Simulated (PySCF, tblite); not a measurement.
# CH₁₁NSi₃: a rotation path, then NMR shifts on frames, part 2 of 2

tblite 0.8.0 and PySCF 2.14.0. Atoms count from 0.

### Step 5. NMR shieldings: image 4, PBE0/pcSseg-1

What the job is given:

```
{"job": {"kind": "nmr", "xc": "PBE0", "basis": "pcSseg-1", "pop": false}, "charge": 0, "multiplicity": 1}
C     -0.573300     2.405300    -0.210600
N     -0.108500     1.102700    -0.615300
Si    -0.071500    -0.304400     0.402900
Si    -1.574900    -1.848200    -0.472500
Si     2.149500    -0.929100     0.683700
H      0.199800     2.991300     0.301600
H     -1.411900     2.280900     0.470100
H     -0.913400     2.972500    -1.079700
H      0.590600     1.172600    -1.338600
H     -0.596900     0.183900     1.698800
H     -1.576200    -1.914800    -1.938100
H     -1.234700    -3.199500    -0.010400
H     -2.979100    -1.645900    -0.095200
H      2.319100    -2.078100     1.574900
H      2.756600    -1.310500    -0.598600
H      3.017300     0.130200     1.215600
```

With the program's defaults for keys left out, this is: GIAO PBE0/pcSseg-1 NMR shielding, non-relativistic, gas phase.

Output:

```text
coarse grid: 13840 points
cycle   1  E = -967.3565495793  dE =  2.141e-02  |g| = 3.788e-01  |ddm| = 3.423e+00
cycle   2  E = -967.3249555343  dE =  3.159e-02  |g| = 5.357e-01  |ddm| = 9.383e-01
cycle   3  E = -967.3895893991  dE = -6.463e-02  |g| = 5.057e-02  |ddm| = 6.434e-01
cycle   4  E = -967.3901131610  dE = -5.238e-04  |g| = 1.726e-02  |ddm| = 6.772e-02
cycle   5  E = -967.3901826153  dE = -6.945e-05  |g| = 4.785e-03  |ddm| = 1.994e-02
cycle   6  E = -967.3901879909  dE = -5.376e-06  |g| = 5.086e-04  |ddm| = 4.504e-03
final grid: 117072 points
cycle   7  E = -967.4145821038  dE = -1.630e-05  |g| = 6.342e-03  |ddm| = 1.664e-02
cycle   8  E = -967.4145748560  dE =  7.248e-06  |g| = 8.411e-03  |ddm| = 1.436e-02
cycle   9  E = -967.4145913186  dE = -1.646e-05  |g| = 9.128e-04  |ddm| = 8.701e-03
cycle  10  E = -967.4145914837  dE = -1.652e-07  |g| = 1.775e-04  |ddm| = 8.390e-04
cycle  11  E = -967.4145914901  dE = -6.409e-09  |g| = 2.815e-05  |ddm| = 1.213e-04
cycle  12  E = -967.4145914903  dE = -1.655e-10  |g| = 9.029e-06  |ddm| = 5.096e-05
converged SCF energy = -967.4145914903

GIAO shielding tensors (ppm)
atom      isotropic    diamagn.    paramagn.     s11        s22        s33       span
  0 C      149.807     241.845     -92.038    128.462    134.745    186.213     57.751
  1 N      273.539     324.962     -51.423    222.244    253.291    345.083    122.839
  2 Si     386.566     881.554    -494.987    320.200    359.618    479.881    159.682
  3 Si     467.640     880.408    -412.768    441.952    473.013    487.956     46.004
  4 Si     468.893     880.782    -411.889    452.092    467.817    486.769     34.677
  5 H       28.765      28.369       0.396     23.200     27.003     36.092     12.892
  6 H       29.315      29.320      -0.005     25.125     27.595     35.224     10.099
  7 H       28.805      27.698       1.106     23.694     26.440     36.280     12.586
  8 H       33.366      35.168      -1.801     22.595     33.592     43.912     21.317
  9 H       26.236      30.901      -4.665     24.311     25.605     28.792      4.480
 10 H       28.296      29.596      -1.300     25.197     26.395     33.296      8.099
 11 H       28.604      29.289      -0.684     25.077     26.605     34.130      9.054
 12 H       28.161      29.218      -1.057     24.824     26.058     33.601      8.777
 13 H       28.391      29.216      -0.825     24.988     25.947     34.237      9.249
 14 H       28.289      29.870      -1.581     25.264     26.439     33.165      7.901
 15 H       28.200      29.538      -1.338     24.833     26.111     33.658      8.825
```

Wall time 13 s (1 thread of Intel Xeon 6975P-C, shared host); peak memory 0.77 GiB.

In short: δ C0 37.1, N1 -5.8, Si2 -37.4, Si3 -118.5, H9 5.48, H12 3.56 ppm.

### Step 6. Shielding tensors: image 6, PBE0/pcSseg-1

What the job is given:

```
{"job": {"kind": "nmr", "xc": "PBE0", "basis": "pcSseg-1", "pop": false}, "charge": 0, "multiplicity": 1}
C     -0.313000     2.416400    -0.145800
N     -0.430800     1.064200    -0.632500
Si    -0.207600    -0.324600     0.387500
Si    -1.553700    -1.961800    -0.547300
Si     2.050000    -0.785100     0.748200
H      0.725200     2.730500     0.019500
H     -0.842700     2.484400     0.801800
H     -0.774400     3.109400    -0.851000
H     -0.082000     0.990700    -1.577200
H     -0.814500     0.148500     1.651800
H     -1.510700    -2.023400    -2.012100
H     -1.114600    -3.279400    -0.075300
H     -2.975200    -1.869600    -0.201700
H      2.300100    -1.921600     1.638200
H      2.720700    -1.108700    -0.520200
H      2.815600     0.339200     1.304700
```

With the program's defaults for keys left out, this is: GIAO PBE0/pcSseg-1 NMR shielding, non-relativistic, gas phase.

Output:

```text
coarse grid: 13840 points
cycle   1  E = -967.3581934208  dE =  2.329e-02  |g| = 3.773e-01  |ddm| = 3.421e+00
cycle   2  E = -967.3246832326  dE =  3.351e-02  |g| = 5.405e-01  |ddm| = 9.570e-01
cycle   3  E = -967.3911169696  dE = -6.643e-02  |g| = 5.490e-02  |ddm| = 6.604e-01
cycle   4  E = -967.3917421692  dE = -6.252e-04  |g| = 1.744e-02  |ddm| = 7.149e-02
cycle   5  E = -967.3918122600  dE = -7.009e-05  |g| = 5.096e-03  |ddm| = 2.018e-02
cycle   6  E = -967.3918183851  dE = -6.125e-06  |g| = 5.854e-04  |ddm| = 5.037e-03
final grid: 117072 points
cycle   7  E = -967.4163405968  dE = -1.714e-05  |g| = 6.583e-03  |ddm| = 1.774e-02
cycle   8  E = -967.4163325349  dE =  8.062e-06  |g| = 8.790e-03  |ddm| = 1.511e-02
cycle   9  E = -967.4163505729  dE = -1.804e-05  |g| = 9.914e-04  |ddm| = 9.161e-03
cycle  10  E = -967.4163507721  dE = -1.992e-07  |g| = 1.904e-04  |ddm| = 9.320e-04
cycle  11  E = -967.4163507794  dE = -7.301e-09  |g| = 3.065e-05  |ddm| = 1.320e-04
cycle  12  E = -967.4163507796  dE = -2.096e-10  |g| = 9.632e-06  |ddm| = 5.486e-05
converged SCF energy = -967.4163507796

GIAO shielding tensors (ppm)
atom      isotropic    diamagn.    paramagn.     s11        s22        s33       span
  0 C      149.234     243.002     -93.768    129.118    132.252    186.333     57.215
  1 N      261.508     324.428     -62.921    219.678    238.959    325.887    106.209
  2 Si     386.620     881.588    -494.968    321.529    357.415    480.916    159.387
  3 Si     467.549     880.355    -412.806    443.204    472.183    487.260     44.056
  4 Si     475.054     880.914    -405.859    463.936    474.764    486.463     22.527
  5 H       28.816      29.120      -0.303     23.484     27.311     35.654     12.170
  6 H       29.259      29.383      -0.124     25.297     27.363     35.118      9.821
  7 H       28.698      27.725       0.973     23.649     26.331     36.113     12.464
  8 H       33.066      35.175      -2.109     23.042     32.948     43.208     20.166
  9 H       26.397      30.970      -4.573     24.433     25.433     29.324      4.891
 10 H       28.317      29.555      -1.238     25.097     26.504     33.348      8.251
 11 H       28.497      29.148      -0.650     24.937     26.506     34.049      9.112
 12 H       28.163      29.002      -0.839     24.699     25.862     33.928      9.229
 13 H       28.532      29.395      -0.863     25.221     26.052     34.322      9.101
 14 H       28.429      29.980      -1.550     25.422     26.483     33.383      7.960
 15 H       28.083      29.668      -1.585     24.589     26.332     33.329      8.740
```

Wall time 13 s (1 thread of Intel Xeon 6975P-C, shared host); peak memory 0.77 GiB.

In short: δ C0 37.7, N1 6.2, Si2 -37.5, Si3 -118.4, H9 5.32, H15 3.63 ppm.

### Step 7. NMR shieldings: image 8, PBE0/pcSseg-1

What the job is given:

```
{"job": {"kind": "nmr", "xc": "PBE0", "basis": "pcSseg-1", "pop": false}, "charge": 0, "multiplicity": 1}
C     -0.126200     2.394300    -0.193600
N     -0.634600     1.092000    -0.544600
Si    -0.311400    -0.308500     0.424100
Si    -1.506500    -2.004200    -0.593500
Si     1.954800    -0.697100     0.810400
H      0.928000     2.527000    -0.467000
H     -0.216500     2.520800     0.883200
H     -0.710700     3.174600    -0.684400
H     -0.677200     0.976600    -1.546000
H     -0.929500     0.078200     1.714600
H     -1.433600    -1.993200    -2.059200
H     -0.954500    -3.295200    -0.173400
H     -2.933400    -2.054200    -0.271800
H      2.181900    -1.880900     1.644900
H      2.703200    -0.926600    -0.434000
H      2.658600     0.405400     1.478900
```

Method: GIAO PBE0/pcSseg-1 NMR shielding, non-relativistic, gas phase.

Output:

```text
coarse grid: 13840 points
cycle   1  E = -967.3590060969  dE =  3.373e-02  |g| = 3.770e-01  |ddm| = 3.428e+00
cycle   2  E = -967.3259525770  dE =  3.305e-02  |g| = 5.387e-01  |ddm| = 1.046e+00
cycle   3  E = -967.3918027702  dE = -6.585e-02  |g| = 5.458e-02  |ddm| = 7.258e-01
cycle   4  E = -967.3924202804  dE = -6.175e-04  |g| = 1.667e-02  |ddm| = 7.083e-02
cycle   5  E = -967.3924836693  dE = -6.339e-05  |g| = 5.168e-03  |ddm| = 1.923e-02
cycle   6  E = -967.3924899833  dE = -6.314e-06  |g| = 5.788e-04  |ddm| = 5.086e-03
final grid: 117072 points
cycle   7  E = -967.4167056771  dE = -1.622e-05  |g| = 6.377e-03  |ddm| = 1.675e-02
cycle   8  E = -967.4166980737  dE =  7.603e-06  |g| = 8.527e-03  |ddm| = 1.556e-02
cycle   9  E = -967.4167150448  dE = -1.697e-05  |g| = 9.375e-04  |ddm| = 9.489e-03
cycle  10  E = -967.4167152213  dE = -1.765e-07  |g| = 1.878e-04  |ddm| = 9.168e-04
cycle  11  E = -967.4167152285  dE = -7.211e-09  |g| = 2.923e-05  |ddm| = 1.286e-04
cycle  12  E = -967.4167152287  dE = -1.939e-10  |g| = 9.269e-06  |ddm| = 5.386e-05
converged SCF energy = -967.4167152287

GIAO shielding tensors (ppm)
atom      isotropic    diamagn.    paramagn.     s11        s22        s33       span
  0 C      150.667     243.670     -93.003    128.744    136.990    186.268     57.523
  1 N      261.230     324.460     -63.230    219.498    246.185    318.006     98.508
  2 Si     393.020     881.400    -488.379    327.205    367.085    484.771    157.565
  3 Si     467.321     880.524    -413.203    444.817    470.964    486.183     41.366
  4 Si     474.533     881.137    -406.603    461.986    474.529    487.085     25.099
  5 H       28.818      29.422      -0.604     23.777     27.232     35.445     11.668
  6 H       29.259      29.556      -0.296     25.735     27.058     34.984      9.250
  7 H       28.724      27.684       1.040     23.497     26.436     36.239     12.742
  8 H       32.638      35.066      -2.428     22.263     32.702     42.949     20.686
  9 H       26.374      30.519      -4.144     23.098     25.394     30.631      7.533
 10 H       28.352      29.676      -1.324     25.077     26.548     33.430      8.353
 11 H       28.428      29.206      -0.778     24.815     26.559     33.910      9.095
 12 H       28.140      28.977      -0.836     24.680     25.656     34.084      9.404
 13 H       28.617      29.640      -1.023     25.363     26.275     34.212      8.849
 14 H       28.393      30.093      -1.700     25.408     26.216     33.554      8.146
 15 H       28.006      29.804      -1.798     24.542     26.376     33.099      8.557
```

Run time: 14 s. Hardware: 1 thread of Intel Xeon 6975P-C, shared host; peak memory 0.77 GiB.

Key values: δ C0 36.3, N1 6.5, Si2 -43.9, Si3 -118.2, H9 5.34, H15 3.71 ppm.

### Step 8. Comparing the runs: NMR shifts

Shifts (ppm) of some atoms, chosen among heavy atoms and hydrogens apart, with basis size and wall time:

| frame | C0 | H13 | H8 | N1 | Si2 | Si4 | Si3 | functions | time |
| --- | --- | --- | --- | --- | --- | --- | --- | --- | --- |
| image 0 | 36.7 | 3.31 | -0.63 | 7.3 | -47.7 | -116.7 | -118.2 | 161 | 13 s |
| image 2 | 35.6 | 3.35 | -0.96 | -2.7 | -47.8 | -116.3 | -118.7 | 161 | 13 s |
| image 4 | 37.1 | 3.33 | -1.65 | -5.8 | -37.4 | -119.7 | -118.5 | 161 | 13 s |
| image 6 | 37.7 | 3.19 | -1.35 | 6.2 | -37.5 | -125.9 | -118.4 | 161 | 13 s |
| image 8 | 36.3 | 3.10 | -0.92 | 6.5 | -43.9 | -125.4 | -118.2 | 161 | 14 s |

### Step 9. Results

The summary covers parts 1 to 2.

| quantity | value |
| --- | --- |
| barrier | 0.103 eV (2.4 kcal/mol) at image 4 |
| end to end (GFN2-xTB) | 0.014 eV |
| 13C shifts against TMS (PBE0/pcSseg-1, image 0) | 36.7 ppm |
| 1H shifts against TMS (PBE0/pcSseg-1, image 0) | 5.45, 3.76, 3.57, 3.52, 3.45, 3.32, 3.31, 3.04, 2.94, 2.30, -0.63 ppm |
| 15N shifts against NH3 (PBE0/pcSseg-1, image 0) | 7.3 ppm |
| 29Si shifts against TMS (PBE0/pcSseg-1, image 0) | -47.7, -116.7, -118.2 ppm |
| range of the shift of N1 | -5.8 to 7.3 ppm |

In words: Along the band the dihedral turns by 126°, and the top (dihedral 244°) lies 2.4 kcal/mol above the start (GFN2-xTB, rough), so at room temperature this motion is fast. Ends this close can change order at a higher level. The top was not checked by a frequency run. Shifts at one fixed geometry are not the observed spectrum, which averages over the motion. In the first frame run (image 0): The largest span, 157 ppm, is at Si2, where the paramagnetic term is -485 ppm. In ppm, N1 moves most: its shift spreads over 13.1 ppm, from -5.8 (image 4) to 7.3 (image 0).
